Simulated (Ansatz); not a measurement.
# BaSc4: from a guess to a relaxed structure

The task: take a trial cell of BaSc4 to zero force and stress.

Method: DFT PBE, scalar-relativistic, plane waves, PAW, in Ansatz 0.2.0.

## Step 1: The system as given

Symmetry: Pm-3m, No. 221, cubic system. The conventional cell has a = 4.862 Å, b = 4.862 Å, c = 4.862 Å, α = 90.00°, β = 90.00°, γ = 90.00°. Ba (site symmetry m-3m) has 12 Sc at 3.44 Å as nearest neighbours. Sc (site symmetry 4/mmm) has 2 Sc at 2.43 Å as nearest neighbours. Sc (site symmetry m-3m) has 6 Sc at 2.43 Å as nearest neighbours.

Coordinates:

```
Ba Sc
1.0
     4.86243    0.00000    0.00000
     0.00000    4.86243    0.00000
     0.00000    0.00000    4.86243
Ba Sc
1 4
Direct
  0.00000 0.00000 0.00000
  0.00000 0.50000 0.50000
  0.50000 0.00000 0.50000
  0.50000 0.50000 0.00000
  0.50000 0.50000 0.50000
```

A structure generator made this guess: random cell by space group and Wyckoff sites (Pm-3m, No. 221). Lengths come from tabulated atomic sizes and are only a guess.

## Step 2: Probe: one point on a coarse mesh

Input file input.yaml:

```yaml
crystal:
  lattice:
    - [4.86242516, 0.0, 0.0]
    - [0.0, 4.86242516, 0.0]
    - [0.0, 0.0, 4.86242516]
  atoms:
    - { symbol: Ba, position: [0.0, 0.0, 0.0] }
    - { symbol: Sc, position: [0.0, 0.5, 0.5] }
    - { symbol: Sc, position: [0.5, 0.0, 0.5] }
    - { symbol: Sc, position: [0.5, 0.5, 0.0] }
    - { symbol: Sc, position: [0.5, 0.5, 0.5] }
basis:
  ecutwfc: 420
kpoints:
  mp_grid: { grid: [4, 4, 4] }
hamiltonian:
  xc: pbe
scf:
  occupations: { method: gaussian, width: 0.1 }
  lower_state_search: "off"
output:
  forces: true
  stress: true
  eigenvalues: true
```

Started as:

```
$ ansatz run input.yaml --threads 1 --pin off --max-ram 2048MiB --backend cpu --events-out ev --progress --plain --runs-dir out
```

Further runs follow: coarse relaxation; spin check on a coarse mesh; final relaxation.

Q: Predict the outcome of this session. Wanted: conventional cell; volume; energy over the elements; gap on the mesh.

The runs gave:

```
                              quantity                                                                      value
symmetry at the end (tolerance 0.05 Å)                                                space group Pm-3m (No. 221)
                     conventional cell  a = 5.503 Å, b = 5.503 Å, c = 5.503 Å, α = 90.00°, β = 90.00°, γ = 90.00°
                                volume                                                              33.33 Å³/atom
              energy over the elements                                                              +0.56 eV/atom
                       gap on the mesh                                                               none (metal)
```

What this shows: The space group Pm-3m (No. 221) is kept, and the volume per atom grows by 45.0 % from the first guess. With a positive formation energy it can't be a ground state. No finished test with a distortion of lower symmetry is shown, so the end may be a saddle point. Other magnetic orders were not searched.
